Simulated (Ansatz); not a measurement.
# BFH₄O₂Si: up Jacob's ladder to CCSD(T)

An exercise on one series of results from a longer session: the logs are not shown, and one member is left open.

Computed with Ansatz 0.2.0, Gaussian basis. Level: functionals in def2-TZVPP, the program's frozen cores in correlated methods.

Levels to be run: LDA (SPW92), PBE-D4, revPBE-D4, BLYP-D4, r2SCAN-D4, B97M-V, PBE0-D4, B3LYP-D4, r2SCANh-D4, r2SCAN0-D4, HSE06-D4, BHLYP-D4, CAM-B3LYP-D4, LC-ωPBE, ωB97X-V, ωB97M-V, B2PLYP, PBE-QIDH; CCSD(T)/def2-SVP; CCSD(T)/def2-TZVPP; MP2/def2-QZVPP; extrapolation to the limit; RPA on PBE.

## The relaxed structure

The geometry comes from an earlier relaxation with PBE0-D4 in a triple-zeta def2 set; it is a stationary point, not always the lowest conformer.

SMILES `OB[SiH](O)F`, 9 atoms, charge 0, spin multiplicity 1.

Atoms are counted from 1 here; the program's logs count them from 0.

Bond lengths: O1–B2 1.350 Å, O1–H6 0.962 Å, B2–Si3 2.025 Å, B2–H7 1.204 Å, Si3–O4 1.640 Å, Si3–F5 1.607 Å, Si3–H8 1.489 Å, O4–H9 0.958 Å. Angles: B2–O1–H6 113.8°, O1–B2–Si3 118.0°, O1–B2–H7 119.7°, Si3–B2–H7 122.3°, B2–Si3–O4 106.5°, B2–Si3–F5 108.8°, B2–Si3–H8 116.9°, O4–Si3–F5 109.8°, O4–Si3–H8 110.0°, F5–Si3–H8 104.8°, Si3–O4–H9 118.6°.

Set-up of the first run:

in.yaml

```yaml
crystal:
  periodic: [false, false, false]
  atoms:
    - {symbol: O, position_ang: [-0.443663, 0.292064, 2.063222]}
    - {symbol: B, position_ang: [-0.210732, 0.775111, 0.824243]}
    - {symbol: Si, position_ang: [-0.115744, -0.544605, -0.708847]}
    - {symbol: O, position_ang: [1.352897, -0.338797, -1.409909]}
    - {symbol: F, position_ang: [-1.276524, -0.195603, -1.764548]}
    - {symbol: H, position_ang: [-0.474112, 0.969625, 2.745341]}
    - {symbol: H, position_ang: [-0.066907, 1.959843, 0.663323]}
    - {symbol: H, position_ang: [-0.324880, -1.980523, -0.375487]}
    - {symbol: H, position_ang: [1.647966, -0.983515, -2.054539]}
basis:
  gaussian: {orbitals: def2-TZVPP}
hamiltonian: {xc: lda}
output: {orbitals: {seedname: orbitals}}
```

On the command line:

```
$ ansatz run in.yaml --threads 2 --pin off --events-out ev --progress --plain --max-ram 4352MiB
```

Steps of the session up to this table: LDA; PBE-D4 (GGA); revPBE-D4 (GGA); BLYP-D4 (GGA); r2SCAN-D4 (meta-GGA); B97M-V (meta-GGA); B3LYP-D4 (hybrid); r2SCANh-D4 (hybrid); r2SCAN0-D4 (hybrid); HSE06-D4 (hybrid); BHLYP-D4 (hybrid); CAM-B3LYP-D4 (range-separated); LC-ωPBE (range-separated); ωB97X-V (range-separated); ωB97M-V (range-separated); B2PLYP (double hybrid); PBE-QIDH (double hybrid).

One table of the session follows, with a row left open; its other results are not shown here.

It belongs to the step «Orbital energies across the functionals». 

| functional | HOMO (eV) | gap (eV) |
| --- | --- | --- |
| LDA (SPW92) | -6.60 | 4.11 |
| PBE-D4 | -6.55 | 4.32 |
| revPBE-D4 | -6.51 | 4.40 |
| BLYP-D4 | -6.48 | 4.42 |
| r2SCAN-D4 | -6.83 | 4.90 |
| B97M-V | ? | ? |
| PBE0-D4 | -7.89 | 6.65 |
| B3LYP-D4 | -7.72 | 6.27 |
| r2SCANh-D4 | -7.32 | 5.75 |
| r2SCAN0-D4 | -8.07 | 7.00 |
| HSE06-D4 | -7.49 | 5.86 |
| BHLYP-D4 | -9.21 | 9.00 |
| CAM-B3LYP-D4 | -9.31 | 9.20 |
| LC-ωPBE | -10.62 | 11.74 |
| ωB97X-V | -10.29 | 11.28 |
| ωB97M-V | -10.08 | 10.82 |

Q: Estimate the row for B97M-V from the others.

The run gave: HOMO (eV): -6.91; gap (eV): 4.87. In the column «HOMO (eV)» it lies between r2SCANh-D4 (-7.32) and r2SCAN-D4 (-6.83).
